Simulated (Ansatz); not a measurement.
# Si7W3: the cost of one run

Method: UKS PBE-D4/def2-SVP; program: Ansatz 0.2.0, Gaussian basis.

The runs, in order: a search for the lowest solution at PBE-D4/def2-SVP; a single point at PBE0-D4/def2-SVP.

8 further runs of the same task are left out: 4 that didn't finish, 4 set aside as unsound or not needed. Runs told in other sessions of the task aren't counted.

**1. The relaxed structure**

The doublet was relaxed beforehand with PBE-D4/def2-SVP. At that level it is the lowest of the isomers that a small search found.

10 atoms, charge -1, spin multiplicity 2.

Atoms are counted from 1 here; the program's logs count them from 0.

Bond lengths: W1–Si5 2.422 Å, W1–Si6 2.508 Å, W1–Si7 2.457 Å, W1–Si8 2.552 Å, W1–Si9 2.427 Å, W2–Si4 2.412 Å, W2–Si5 2.445 Å, W2–Si7 2.477 Å, W2–Si10 2.412 Å, W3–Si4 2.721 Å, W3–Si5 2.568 Å, W3–Si6 2.505 Å, W3–Si8 2.398 Å, W3–Si10 2.446 Å, Si4–Si6 2.460 Å, Si7–Si9 2.354 Å. Angles: Si5–W1–Si6 87.3°, Si5–W1–Si7 62.0°, Si5–W1–Si8 59.3°, Si5–W1–Si9 101.8°, Si6–W1–Si7 66.6°, Si6–W1–Si8 97.1°, Si6–W1–Si9 108.1°, Si7–W1–Si8 119.5°, Si7–W1–Si9 57.6°, Si8–W1–Si9 148.0°, Si4–W2–Si5 94.1°, Si4–W2–Si7 81.9°, Si4–W2–Si10 69.6°, Si5–W2–Si7 61.4°, Si5–W2–Si10 69.7°, Si7–W2–Si10 120.5°, Si4–W3–Si5 84.5°, Si4–W3–Si6 56.0° and more.

W takes a core potential in the def2 sets. No spin-orbit coupling is included. The ion is computed in the gas phase, without counter-ions or solvent.

Bonds by kind at the end (by distance):

| bond | count | shortest (Å) | longest (Å) |
| --- | --- | --- | --- |
| Si–W | 14 | 2.398 | 2.721 |
| Si–Si | 4 | 2.354 | 2.514 |

**2. Searching for the lowest solution, PBE-D4/def2-SVP**

start.molden holds the orbitals of an earlier run on this state, given as this run's starting guess.

File in.yaml:

```yaml
crystal:
  periodic: [false, false, false]
  atoms:
    - {symbol: W, position_ang: [1.008666, 1.457514, -0.923002]}
    - {symbol: W, position_ang: [-1.114469, -2.005822, -0.283654]}
    - {symbol: W, position_ang: [0.357279, 0.284620, 1.925513]}
    - {symbol: Si, position_ang: [-2.167940, -0.401685, 1.178193]}
    - {symbol: Si, position_ang: [1.051549, -0.871378, -0.259411]}
    - {symbol: Si, position_ang: [-1.090000, 1.680242, 0.431586]}
    - {symbol: Si, position_ang: [-0.813944, 0.004846, -1.699460]}
    - {symbol: Si, position_ang: [2.523995, 0.668585, 0.973379]}
    - {symbol: Si, position_ang: [0.384296, 1.293592, -3.262638]}
    - {symbol: Si, position_ang: [-0.139431, -2.110514, 1.919493]}
basis:
  gaussian: {orbitals: def2-SVP, initial_orbitals: start.molden}
total_charge: -1
magnetization: {spin_polarized: true, initial_magnetization: 1}
hamiltonian: {xc: pbe, dispersion: d4}
output: {orbitals: {seedname: orbitals}}
```

Started as:

```
$ ansatz run in.yaml --threads 4 --pin off --events-out ev --progress --plain --max-ram 6963MiB
```

Q: Estimate wall time and peak memory on 4 threads of Arm Neoverse V2, shared host.

About 5.8 min, with a peak of 1.3 GiB.
